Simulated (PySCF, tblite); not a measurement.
# C3H9O2Si2 radical: geometry, infrared bands and EPR parameters

Aim: predict the infrared bands and EPR parameters of C3H9O2Si2 radical (`[SiH3]C[C@H]1CO[SiH]O1`).

The runs use tblite 0.8.0 and PySCF 2.14.0, with density-fitted response routines of our own; the level of theory stands in each step. All values are computed, except where a source is named. Atoms count from 0, in the outputs and in this text.

## Step 1: The starting structure

16 atoms, charge 0, multiplicity 2; geometry from: force field or distance geometry start.

Bonds of the start (Å): Si0–C1 1.88, C1–C2 1.50, C2–C3 1.53, C3–O4 1.39, O4–Si5 1.73, Si5–O6 1.73, O6–C2 1.40, Si0–H7 1.47, Si0–H8 1.46, Si0–H9 1.47, C1–H10 1.11, C1–H11 1.10, C2–H12 1.10, C3–H13 1.08, C3–H14 1.12, Si5–H15 1.46.

## Step 2: Relaxing the molecule with GFN2-xTB

Job settings and geometry (Å):

```
{"job": {"kind": "relax", "xc": "GFN2-xTB", "basis": "xTB"}, "charge": 0, "multiplicity": 2}
Si     2.321400    -0.632400     0.267000
C      0.966700     0.593300    -0.158700
C     -0.297000     0.095100     0.485500
C     -1.440100     1.056400     0.170400
O     -2.615000     0.489700     0.642900
Si    -2.303100    -1.212700     0.581800
O     -0.680800    -1.161300    -0.012000
H      2.718100    -0.487800     1.680000
H      1.881500    -2.005600     0.047800
H      3.514000    -0.334600    -0.538800
H      1.192000     1.618900     0.201800
H      0.838200     0.567000    -1.252000
H     -0.153200     0.037000     1.577600
H     -1.506800     1.306100    -0.878500
H     -1.239000     1.981100     0.772700
H     -3.204600    -1.901100    -0.331200
```

The run is started by

```sh
OMP_NUM_THREADS=1 python probes_run.py task.json out
```

The driver reads the jobs from task.json and runs them one after another.

Log:

```text
step      E/eV     max force
  0    -615.42387    2.221
  1    -615.61191    1.404
  2    -615.71679    0.782
  3    -615.75098    0.599
  4    -615.78304    0.413
  5    -615.79900    0.331
  6    -615.81978    0.381
  7    -615.83404    0.426
  8    -615.85025    0.363
  9    -615.86532    0.379
 10    -615.87975    0.352
 11    -615.89112    0.274
 12    -615.90164    0.308
 13    -615.91209    0.232
 14    -615.92150    0.275
 15    -615.93060    0.246
 16    -615.93970    0.274
 17    -615.94880    0.257
 18    -615.95805    0.238
 19    -615.96683    0.225
 20    -615.97466    0.189
 21    -615.98113    0.162
 22    -615.98616    0.181
 23    -615.99137    0.170
 24    -615.99746    0.207
 25    -616.00322    0.207
 26    -616.00803    0.176
 27    -616.01210    0.160
 28    -616.01569    0.173
 29    -616.01915    0.153
 30    -616.02176    0.107
 31    -616.02315    0.066
 32    -616.02383    0.075
 33    -616.02491    0.075
 34    -616.02579    0.091
 35    -616.02659    0.093
 36    -616.02729    0.068
 37    -616.02809    0.077
 38    -616.02897    0.087
 39    -616.02980    0.065
 40    -616.03042    0.065
 41    -616.03090    0.057
 42    -616.03146    0.068
 43    -616.03218    0.070
 44    -616.03305    0.077
 45    -616.03396    0.110
 46    -616.03488    0.066
 47    -616.03589    0.088
 48    -616.03714    0.078
 49    -616.03840    0.091
 50    -616.03980    0.122
 51    -616.04113    0.099
 52    -616.04292    0.109
 53    -616.04431    0.112
 54    -616.04628    0.114
 55    -616.04716    0.091
 56    -616.04868    0.111
 57    -616.05035    0.136
 58    -616.05209    0.117
 59    -616.05354    0.217
 60    -616.05662    0.125
 61    -616.06057    0.129
 62    -616.06365    0.131
 63    -616.06556    0.141
 64    -616.06618    0.181
 65    -616.06787    0.086
 66    -616.06866    0.074
 67    -616.06957    0.095
 68    -616.07039    0.119
 69    -616.07118    0.085
 70    -616.07228    0.077
 71    -616.07310    0.070
 72    -616.07356    0.064
 73    -616.07383    0.043
 74    -616.07402    0.029
 75    -616.07417    0.051
 76    -616.07436    0.035
 77    -616.07470    0.038
 78    -616.07493    0.031
 79    -616.07506    0.028
 80    -616.07513    0.026
 81    -616.07520    0.025
 82    -616.07531    0.035
 83    -616.07548    0.039
 84    -616.07572    0.035
 85    -616.07602    0.047
 86    -616.07634    0.049
 87    -616.07660    0.036
 88    -616.07677    0.025
 89    -616.07688    0.023
 90    -616.07697    0.025
 91    -616.07706    0.026
 92    -616.07715    0.021
 93    -616.07724    0.020
 94    -616.07731    0.014
 95    -616.07736    0.015
 96    -616.07740    0.014
 97    -616.07744    0.018
 98    -616.07747    0.021
 99    -616.07752    0.022
100    -616.07757    0.015
101    -616.07761    0.013
102    -616.07763    0.012
103    -616.07765    0.016
104    -616.07768    0.017
105    -616.07771    0.013
106    -616.07774    0.012
107    -616.07776    0.013
108    -616.07777    0.012
109    -616.07779    0.012
110    -616.07783    0.016
111    -616.07788    0.016
112    -616.07791    0.014
113    -616.07793    0.013
114    -616.07796    0.011
115    -616.07798    0.011
116    -616.07801    0.013
117    -616.07803    0.012
118    -616.07805    0.006
```

Wall time 0.83 s (1 thread of Arm Neoverse V1, shared host).

The steps of the relaxation: (not every step is listed)

```csv
step,energy from step 0 (eV),largest force (eV/Å)
0,0.0000,2.2207
1,-0.1880,1.4044
2,-0.2929,0.7817
3,-0.3271,0.5994
4,-0.3592,0.4127
5,-0.3751,0.3312
6,-0.3959,0.3815
7,-0.4102,0.4256
8,-0.4264,0.3626
18,-0.5342,0.2375
28,-0.5918,0.1726
38,-0.6051,0.0870
48,-0.6133,0.0785
58,-0.6282,0.1167
68,-0.6465,0.1191
78,-0.6511,0.0314
88,-0.6529,0.0255
98,-0.6536,0.0211
108,-0.6539,0.0123
113,-0.6541,0.0135
114,-0.6541,0.0108
115,-0.6541,0.0110
116,-0.6541,0.0128
117,-0.6542,0.0117
118,-0.6542,0.0065
```

Close pairs (by a distance rule), those that changed most:

```csv
bond,before (Å),after (Å),change (Å)
Si5–O6,1.728,1.644,-0.084
O4–Si5,1.732,1.649,-0.083
Si0–C1,1.876,1.906,+0.030
C3–H14,1.122,1.096,-0.026
C1–H10,1.110,1.090,-0.021
C2–C3,1.526,1.543,+0.017
C1–C2,1.503,1.517,+0.014
Si0–H7,1.475,1.461,-0.013
```

The next job starts from the end point, and lists it.

## Step 3: Harmonic vibrations with GFN2-xTB

Job settings and geometry (Å):

```
{"job": {"kind": "ir", "xc": "GFN2-xTB", "basis": "xTB"}, "charge": 0, "multiplicity": 2}
Si     2.061054    -0.900951     0.144529
C      0.828940     0.495597    -0.259392
C     -0.247059     0.504342     0.810406
C     -1.550511     1.197674     0.360419
O     -2.451195     0.215804    -0.056353
Si    -1.967727    -1.298904     0.381329
O     -0.578684    -0.828519     1.124997
H      2.422415    -0.828590     1.558645
H      1.505985    -2.208875    -0.194565
H      3.249030    -0.660803    -0.683771
H      1.308755     1.472804    -0.306880
H      0.364695     0.311949    -1.230308
H      0.139690     0.965751     1.726281
H     -1.364562     1.881459    -0.472260
H     -2.000532     1.761433     1.185511
H     -1.727893    -2.071228    -0.832514
```

Log:

```text
mode    cm-1     km/mol
  1      61.0      1.48
  2      77.2      1.43
  3     130.8      2.16
  4     153.5      1.37
  5     183.7     18.04
  6     333.5      4.42
  7     431.4     12.05
  8     499.2     18.01
  9     522.5     35.54
 10     530.5     50.82
 11     564.8     44.12
 12     642.3     70.27
 13     676.8     38.17
 14     748.3     56.47
 15     763.3    127.68
 16     781.5     63.53
 17     793.1     80.04
 18     803.6    506.09
 19     812.6    173.56
 20     830.5     28.77
 21     902.7     53.06
 22     978.5     57.08
 23    1023.1     15.11
 24    1088.4    134.31
 25    1106.8     13.10
 26    1157.6      0.55
 27    1201.1     15.89
 28    1226.4      9.68
 29    1270.0      9.56
 30    1306.2     14.74
 31    1328.4     12.04
 32    1474.7      1.42
 33    1486.2      0.15
 34    2231.3    397.11
 35    2252.0    132.71
 36    2284.3    230.39
 37    2289.8    323.91
 38    2912.1     17.39
 39    2923.5     83.28
 40    2958.3     33.57
 41    2968.4     57.74
 42    2989.2     37.69
```

Run time: 0.58 s. Hardware: 1 thread of Arm Neoverse V1, shared host.

Which atoms move in the most intense modes:

```csv
cm⁻¹,km/mol,atoms
763,127.7,"H7 47 %, H8 31 %"
804,506.1,"O6 15 %, Si0 15 %, H9 14 %, C1 13 %"
813,173.6,"H8 28 %, H9 26 %, O6 17 %"
1088,134.3,"C3 32 %, O4 26 %, C2 19 %"
2231,397.1,H9 96 %
2252,132.7,H15 96 %
2284,230.4,H7 94 %
2290,323.9,H8 92 %
```

## Step 4: EPR parameters: B3LYP/pcH-1

Settings changed since step 3:

```diff
@@ -1,2 +1,2 @@
-{"job": {"kind": "ir", "xc": "GFN2-xTB", "basis": "xTB"}, "charge": 0, "multiplicity": 2}
+{"job": {"kind": "epr", "basis": "pcH-1"}, "charge": 0, "multiplicity": 2}
 Si     2.061054    -0.900951     0.144529
```

Method: UKS B3LYP, pcH-1 on C H O Si, non-relativistic, mean-field spin-orbit, GIAO.

Log:

```text
UKS, coarse grid
  cycle   1  E = -849.02740296  |g| = 7.27e-01
  cycle   2  E = -848.65417906  |g| = 1.23e+00
  cycle   3  E = -849.20632445  |g| = 9.48e-02
  cycle   4  E = -849.20883010  |g| = 4.84e-02
  cycle   5  E = -849.20979905  |g| = 1.38e-02
  cycle   6  E = -849.20986256  |g| = 5.81e-03
  cycle   7  E = -849.20987497  |g| = 1.13e-03
  cycle   8  E = -849.20987553  |g| = 4.55e-04
UKS, final grid
  cycle   1  E = -849.20975581  |g| = 5.83e-04
  cycle   2  E = -849.20975566  |g| = 8.45e-04
  cycle   3  E = -849.20975595  |g| = 7.41e-05
  cycle   4  E = -849.20975595  |g| = 1.71e-05
E = -849.20975595 Eh   <S^2> = 0.7518 (exact 0.7500)
g shifts (ppm)      1          2          3
  rmc          -168       -168       -168
  gc             95         14         87
  oz_so       -1646        261        961
  total       -1719        107        880
hyperfine (MHz)  atom isotope    a_iso     a_fc   dipolar eigenvalues
    0  29Si      -0.72      -0.72     -0.22     -0.06      0.28
    1   13C       0.72       0.72     -0.77     -0.39      1.15
    2   13C       6.23       6.23     -1.76     -1.30      3.06
    3   13C       2.67       2.67     -1.20     -1.03      2.23
    4   17O     -33.00     -32.92    -28.28     13.88     14.40
    5  29Si    -737.52    -738.38   -134.81     63.91     70.90
    6   17O     -51.35     -51.28    -19.90      9.72     10.18
    7    1H      -0.04      -0.04     -0.71     -0.63      1.34
    8    1H      -0.05      -0.05     -1.23     -0.99      2.22
    9    1H       0.06       0.06     -0.43     -0.40      0.83
   10    1H       3.27       3.27     -0.92     -0.59      1.51
   11    1H       0.08       0.08     -1.59     -0.93      2.52
   12    1H      -1.57      -1.57     -1.79     -1.51      3.30
   13    1H       8.94       8.94     -1.71     -1.04      2.75
   14    1H       2.54       2.53     -2.05     -1.70      3.76
   15    1H     288.31     288.31     -6.13     -0.20      6.33
```

Run time: 90 s. Hardware: 1 thread of Arm Neoverse V1, shared host; peak memory 0.97 GiB.

Principal g values 2.00060, 2.00243, 2.00320; g(iso) = 2.00208, against 2.00232 for a free electron.

Hyperfine couplings; where a row names several nuclei, a(iso) is their mean (it holds for fast rotation or exchange) and the dipolar term the largest among them:

```csv
nuclei,isotope,a(iso) (MHz),"a(iso) (G, at g = 2.0023)",largest dipolar term (MHz)
Si5,29Si,-737.5,-263.2,-134.8
H15,1H,288.3,102.9,6.3
O6,17O,-51.3,-18.3,-19.9
O4,17O,-33.0,-11.8,-28.3
H13,1H,8.9,3.2,2.7
C2,13C,6.2,2.2,3.1
H10,1H,3.3,1.2,1.5
C3,13C,2.7,1.0,2.2
H14,1H,2.5,0.9,3.8
H12,1H,-1.6,-0.6,3.3
Si0,29Si,-0.7,-0.3,0.3
C1,13C,0.7,0.3,1.2
H11,1H,0.1,0.0,2.5
"H7, H8, H9",1H,0.0,0.0,2.2
```

Mulliken spin populations:

Si0 0.00; C1 0.00; C2 0.01; C3 0.00; O4 0.06; Si5 0.75; O6 0.04; H7 0.00; H8 0.00; H9 0.00; H10 0.00; H11 0.00; H12 0.00; H13 0.00; H14 0.00; H15 0.14

In first order the couplings over 0.8 MHz of 1H give 32 distinct lines over 108.7 G, if the averaged nuclei exchange fast.

Orbitals, density, ELF and potential are computed afterwards from the orbital file.

ELF in a plane through or near 5 of the atoms.

Values, 10 rows by 14 columns:
```
0.00 0.00 0.00 0.00 0.00 0.00 0.00 0.00 0.00 0.00 0.00 0.00 0.00 0.00
0.00 0.00 0.00 0.00 0.00 0.00 0.00 0.00 0.00 0.00 0.00 0.00 0.00 0.00
0.00 0.00 0.00 0.00 0.00 0.04 0.27 0.01 0.00 0.00 0.00 0.00 0.00 0.00
0.00 0.00 0.11 0.14 0.01 0.62 0.99 0.10 0.07 0.37 0.08 0.02 0.00 0.00
0.00 0.13 0.97 0.99 0.42 0.77 0.16 0.60 0.60 0.53 0.29 0.01 0.00 0.00
0.00 0.10 0.88 0.94 0.36 0.37 0.47 0.17 0.11 0.78 0.82 0.31 0.00 0.00
0.00 0.00 0.03 0.38 0.99 0.94 0.02 0.14 0.22 0.81 0.73 0.27 0.00 0.00
0.00 0.00 0.00 0.64 1.00 0.86 0.01 0.97 0.99 0.36 0.07 0.01 0.00 0.00
0.00 0.00 0.00 0.00 0.01 0.00 0.02 0.86 0.70 0.15 0.11 0.00 0.00 0.00
0.00 0.00 0.00 0.00 0.00 0.00 0.00 0.01 0.00 0.00 0.00 0.00 0.00 0.00
```
The map spans 11.9 Å across and 10.5 Å up, centred on the molecule. Atoms in the plane (x, y in Å): C1 (-0.6, 0.7), O4 (2.4, -0.7), H9 (-3.3, 0.4), H10 (-0.8, 1.7), H15 (0.9, -2.7).

log10 of the density (e/Å³) in the same plane.

Ten even steps from ' ' (-4.0) to '@' (1.7):
```
                                                        
                                                        
                                                        
                      ....                              
                  ..::::--::::............              
        ........::::--======--::::------::::..          
    ....::::------==++****++======++++====--::..        
    ..::--========++++**##**++++++******++==--..        
  ..::--==++++++++++**######******####**++==--::        
  ..::--++************######******####**++==--::        
  ..::--==++****####********++++++**##%%##++==::        
    ..::--==++********++====++++++##%%@@##**==--..      
    ..::----==++******++====++++****####**++==::        
      ..::--==++****++==--==++********++++==--..        
        ..::--========----==********++====--::..        
          ..::::----::::--==++****++====--::..          
              ..........::--========----::....          
                        ..::--------::::....            
                          ..............                
                                                        
```
The map spans 11.9 Å across and 10.5 Å up, centred on the molecule. Atoms in the plane (x, y in Å): C1 (-0.6, 0.7), O4 (2.4, -0.7), H9 (-3.3, 0.4), H10 (-0.8, 1.7), H15 (0.9, -2.7).

On the surface of density 0.002 e/bohr³ the electrostatic potential runs, from the 1st to the 99th percentile, from -1.19 V near O4 to 1.06 V near H15.

The spin density lies nearest to Si5 63 %; H15 20 %; O4 9 %; O6 6 %.

## Step 5: Results

| quantity | value |
| --- | --- |
| strongest single infrared mode (GFN2-xTB) | 804 cm⁻¹, 506 km/mol |
| zero-point energy (GFN2-xTB) | 71.0 kcal/mol |
| g(iso) (B3LYP) | 2.00208 |
| ⟨S²⟩ | 0.752 (exact 0.75) |
| largest a(iso) (averaged by class) | 29Si on Si5, -737.5 MHz |
| surface potential, 1st and 99th percentile | -1.19 V and 1.06 V |

In words: Relaxing lowered the energy by 0.654 eV in 118 steps; the close pair that moved most is Si5–O6, from 1.728 to 1.644 Å. All 42 modes are real, so the xTB geometry is a minimum. The strongest single mode, at 804 cm⁻¹, has its largest shares on O6, Si0, H9 and C1 (the list is cut at 4 atoms). Unscaled tight-binding wavenumbers are off by several per cent, some by more. Its intensities can rank the bands wrongly. Si5 carries the largest spin population, 0.75 e. The isotropic g lies 0.2 ppt below the free-electron value.
